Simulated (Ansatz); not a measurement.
A nudged elastic band was laid between two geometries of a periodic cell of 33 atoms, Al₃₂H (host Al, host structure fcc, interstitial H).

Theory: DFT PBEsol, scalar-relativistic, plane waves, PAW in Ansatz. Settings: cutoff 420 eV, k mesh 3x3x3, gaussian smearing 0.1 eV, no spin polarisation.

```json
{
  "movable images": "7",
  "climbing image": "yes",
  "spring": "5.0 eV/Å²",
  "optimiser": "quadratic models (default)",
  "start path": "IDPP",
  "force threshold": "0.03 eV/Å",
  "iteration limit": "80",
  "end points": "relaxed"
}
```

First end point:

```xyz
33
Lattice="8.1000 0.0000 0.0000 0.0000 8.1000 0.0000 0.0000 0.0000 8.1000" Properties=species:S:1:pos:R:3
Al 4.057 -0.005 0.005
Al 6.080 2.017 0.005
Al 6.001 0.075 2.100
Al 0.075 0.074 -0.074
Al 2.044 2.044 -0.004
Al 4.031 4.031 -0.004
Al 6.001 6.000 -0.075
Al 2.017 -0.005 2.020
Al 4.031 2.044 2.029
Al 6.080 4.058 2.020
Al 4.031 0.004 4.069
Al 6.071 2.044 4.069
Al 6.080 -0.005 6.082
Al -0.005 4.057 0.005
Al 2.017 6.080 0.005
Al -0.005 2.018 2.020
Al 2.044 4.031 2.029
Al 4.057 6.080 2.020
Al -0.005 -0.005 4.042
Al 2.023 2.023 4.048
Al 4.051 4.051 4.048
Al 6.080 6.080 4.042
Al 2.044 0.004 6.056
Al 4.051 2.024 6.076
Al 6.071 4.031 6.056
Al 0.075 6.001 2.099
Al 0.004 4.031 4.069
Al 2.044 6.071 4.069
Al 0.004 2.044 6.056
Al 2.023 4.052 6.076
Al 4.031 6.071 6.056
Al -0.005 6.080 6.082
H 7.081 7.088 1.010
```

Last end point:

Only the atoms that move by more than 0.05 Å are listed.
```
Al3 6.001 0.074 1.952
Al4 -0.004 -0.004 0.008
Al7 6.079 6.079 0.008
Al19 0.074 0.074 4.125
Al22 6.001 6.001 4.125
Al26 0.074 6.002 1.952
H33 7.088 7.088 3.039
```

Which bonds break or form, and what moves?

The atom that moves furthest is H33, by 2.03 Å; four of its nearest neighbours are Al7 1.88, Al3 1.88, Al4 1.89, Al26 1.89 Å at the first end and Al19 1.88, Al22 1.88, Al3 1.88, Al26 1.88 Å at the last.

What energy profile does the band end with?

The run converged. The highest image is number 2 of 0 to 8, 0.172 eV above the ends, which have the same energy within 2 meV. The profile has 2 maxima (images 2, 6) with wells between them (image 4): this band takes more than one step, which may be the mechanism or a detour left from its start path. By the program's own check the climbing image is of a kind that is not told: the force calls were inconclusive, a negative curvature could not be distinguished from the path's own, the only one lies far off the path, or fixed occupations may fill a level only in part (lowest curvatures found: -0.83 and 1.00 eV/Å²). Limits of this set-up: coarse k mesh, odd electron count without spin, a small cell, in which the defect meets its images.

```tsv
image	path coordinate (Å)	energy (eV)
0	0.00	0.000
1	0.44	0.094
2	0.88	0.172
3	1.32	0.122
4	1.76	0.077
5	2.21	0.120
6	2.65	0.172
7	3.09	0.097
8	3.54	0.000
```

What is the geometry of the highest image?


```xyz
33
Lattice="8.1000 0.0000 0.0000 0.0000 8.1000 0.0000 0.0000 0.0000 8.1000" Properties=species:S:1:pos:R:3
Al 4.044 -0.009 -0.004
Al 6.066 2.019 0.006
Al 5.935 0.036 2.076
Al 0.035 0.035 -0.125
Al 2.014 2.015 -0.010
Al 4.034 4.034 -0.003
Al 6.040 6.040 -0.019
Al 2.017 -0.020 2.021
Al 4.009 2.032 2.025
Al 6.055 4.044 2.032
Al 4.009 -0.015 4.072
Al 6.048 2.015 4.056
Al 6.054 -0.009 6.085
Al -0.009 4.044 -0.005
Al 2.019 6.066 0.006
Al -0.020 2.017 2.021
Al 2.031 4.009 2.025
Al 4.044 6.055 2.032
Al -0.020 -0.020 4.058
Al 2.013 2.013 4.053
Al 4.039 4.039 4.059
Al 6.066 6.066 4.059
Al 2.031 -0.015 6.050
Al 4.039 2.019 6.080
Al 6.057 4.035 6.075
Al 0.036 5.936 2.076
Al -0.016 4.009 4.071
Al 2.015 6.049 4.056
Al -0.016 2.031 6.050
Al 2.018 4.039 6.080
Al 4.034 6.057 6.075
Al -0.009 6.054 6.084
H 7.567 7.568 1.508
```

The run took 11 min on 4 threads of Intel(R) Xeon(R) 6975P-C (Granite Rapids), with other jobs on the host, peak memory 4.7 GiB.
